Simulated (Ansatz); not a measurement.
# CH₇GeNSi: a ladder of functionals and wavefunction methods

One table from this session's results is given with a row withheld; the runs are named, their logs left out.

Method: functionals in def2-TZVPP, the program's frozen cores in correlated methods; program: Ansatz 0.2.0, Gaussian basis.

The runs, in order: PBE-D4, r2SCAN-D4, PBE0-D4, B3LYP-D4, ωB97X-V, ωB97M-V, B2PLYP; CCSD(T)/def2-TZVPP; MP2/def2-QZVPP; extrapolation to the limit.

### The relaxed structure

The geometry comes from an earlier relaxation with PBE0-D4 in a triple-zeta def2 set; it is a stationary point, not always the lowest conformer.

SMILES `[SiH3]/N=[CH]\[GeH3]`, 11 atoms, charge 0, spin multiplicity 1.

Atoms are counted from 1 here; the program's logs count them from 0.

Bond lengths: Si1–N2 1.738 Å, Si1–H5 1.483 Å, Si1–H6 1.483 Å, Si1–H7 1.494 Å, N2–C3 1.259 Å, C3–Ge4 1.997 Å, C3–H8 1.102 Å, Ge4–H9 1.536 Å, Ge4–H10 1.536 Å, Ge4–H11 1.538 Å. Angles: N2–Si1–H5 107.3°, N2–Si1–H6 107.3°, N2–Si1–H7 113.9°, H5–Si1–H6 110.0°, H5–Si1–H7 109.1°, H6–Si1–H7 109.1°, Si1–N2–C3 129.6°, N2–C3–Ge4 128.4°, N2–C3–H8 117.4°, Ge4–C3–H8 114.2°, C3–Ge4–H9 110.4°, C3–Ge4–H10 110.4°, C3–Ge4–H11 107.6°, H9–Ge4–H10 109.3°, H9–Ge4–H11 109.5°, H10–Ge4–H11 109.5°.

The first run:

The input, in.yaml:

```yaml
crystal:
  periodic: [false, false, false]
  atoms:
    - {symbol: Si, position_ang: [-1.068462, 1.487051, -0.449858]}
    - {symbol: N, position_ang: [-1.378496, -0.199081, -0.164268]}
    - {symbol: C, position_ang: [-0.577494, -1.122924, 0.135208]}
    - {symbol: Ge, position_ang: [1.398048, -1.011737, 0.405005]}
    - {symbol: H, position_ang: [-1.528107, 1.793729, -1.826007]}
    - {symbol: H, position_ang: [-1.868154, 2.256239, 0.534032]}
    - {symbol: H, position_ang: [0.369688, 1.869329, -0.317700]}
    - {symbol: H, position_ang: [-0.996423, -2.132940, 0.271964]}
    - {symbol: H, position_ang: [1.728173, -0.043288, 1.550937]}
    - {symbol: H, position_ang: [2.087961, -0.532299, -0.881183]}
    - {symbol: H, position_ang: [1.898568, -2.420978, 0.762371]}
basis:
  gaussian: {orbitals: def2-TZVPP}
hamiltonian: {xc: pbe, dispersion: d4}
output: {forces: true, orbitals: {seedname: orbitals}}
```

The run is started by

```sh
$ ansatz run in.yaml --threads 4 --pin off --events-out ev --progress --plain --max-ram 10444MiB
```

Among the steps run: PBE-D4 (GGA); r2SCAN-D4 (meta-GGA); PBE0-D4 (hybrid); B3LYP-D4 (hybrid); ωB97X-V (range-separated); ωB97M-V (range-separated); B2PLYP (double hybrid); CCSD(T) in def2-TZVPP; MP2 in def2-QZVPP.

One of the session's tables, all rows but one given; the rest of the session is left out.

It belongs to the step «Atomisation energies». 

| method | atomisation energy (kcal/mol) |
| --- | --- |
| PBE-D4 | 839.9 |
| r2SCAN-D4 | ? |
| PBE0-D4 | 827.3 |
| B3LYP-D4 | 836.1 |
| ωB97X-V | 840.3 |
| ωB97M-V | 833.7 |
| B2PLYP | 824.5 |
| HF/def2-TZVPP | 594.1 |
| MP2/def2-TZVPP | 814.2 |
| CCSD/def2-TZVPP | 802.4 |
| CCSD(T)/def2-TZVPP | 814.6 |
| MP2/CBS | 835.1 |
| CCSD(T)/CBS | 835.4 |

**Question.** Estimate the row for r2SCAN-D4.

The run gave: atomisation energy (kcal/mol): 832.5. In the column «atomisation energy (kcal/mol)» it lies between PBE0-D4 (827.3) and ωB97M-V (833.7).

Caveats from the session: Free atoms (1 Si, 1 N, 1 C, 1 Ge, 7 H) were run apart at each level; the atomisation energy is their sum less the molecule, without zero-point or spin-orbit terms.
